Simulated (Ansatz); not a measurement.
# AlB3P4: the cost of one run

Computed with Ansatz 0.2.0 (DFT PBE, scalar-relativistic, plane waves, PAW, unless a step's input says otherwise).

## 1. The structure to begin with

It takes space group I-42m (No. 121, tetragonal). Conventional cell: a = 4.917 Å, b = 4.917 Å, c = 9.835 Å, α = 90.00°, β = 90.00°, γ = 90.00°. Al (site symmetry -42m) is surrounded by 4 P at 2.13 Å. B (site symmetry -42m) is surrounded by 4 P at 2.13 Å. Around B (site symmetry -4) lie 4 P at 2.13 Å. P (site symmetry m) has 1 Al at 2.13 Å and 3 B at 2.13 Å as nearest neighbours.

As a file:

```cif
data_structure
_symmetry_space_group_name_H-M 'P 1'
_symmetry_Int_Tables_number 1
_cell_length_a 6.0226
_cell_length_b 6.0226
_cell_length_c 6.0226
_cell_angle_alpha 131.810
_cell_angle_beta 131.810
_cell_angle_gamma 70.529
_cell_volume 118.91
loop_
_atom_site_label
_atom_site_type_symbol
_atom_site_fract_x
_atom_site_fract_y
_atom_site_fract_z
_atom_site_occupancy
Al1 Al 0.50000 0.50000 0.00000 1
B1 B 0.00000 0.00000 0.00000 1
B2 B 0.75000 0.25000 0.50000 1
B3 B 0.25000 0.75000 0.50000 1
P1 P 0.37500 0.37500 0.50000 1
P2 P 0.12500 0.62500 0.00000 1
P3 P 0.87500 0.87500 0.50000 1
P4 P 0.62500 0.12500 0.00000 1
```

The start is an ordering of an alloy on its end members' structure types: elements ordered on the sites of the BP type, B/Al on B (I-42m, No. 121).

## 2. A first look at the guess

File input.yaml:

```yaml
crystal:
  lattice:
    - [-2.45870138, 2.45870138, 4.91740276]
    - [2.45870138, -2.45870138, 4.91740276]
    - [2.45870138, 2.45870138, -4.91740276]
  atoms:
    - { symbol: Al, position: [0.5, 0.5, 0.0] }
    - { symbol: B, position: [0.0, 0.0, 0.0] }
    - { symbol: B, position: [0.75, 0.25, 0.5] }
    - { symbol: B, position: [0.25, 0.75, 0.5] }
    - { symbol: P, position: [0.375, 0.375, 0.5] }
    - { symbol: P, position: [0.125, 0.625, 0.0] }
    - { symbol: P, position: [0.875, 0.875, 0.5] }
    - { symbol: P, position: [0.625, 0.125, 0.0] }
basis:
  ecutwfc: 420
kpoints:
  mp_grid: { grid: [6, 6, 6] }
hamiltonian:
  xc: pbe
scf:
  occupations: { method: gaussian, width: 0.1 }
  lower_state_search: "off"
output:
  forces: true
  stress: true
  eigenvalues: true
```

Command:

```
$ ansatz run input.yaml --threads 1 --pin off --max-ram 2560MiB --backend cpu --events-out ev --progress --plain --runs-dir out
```

Q: Estimate wall time and peak memory on 1 thread of Intel Xeon at 2.50GHz (Skylake/Cascade Lake), shared host.

About 19 s, with a peak of 0.4 GiB.
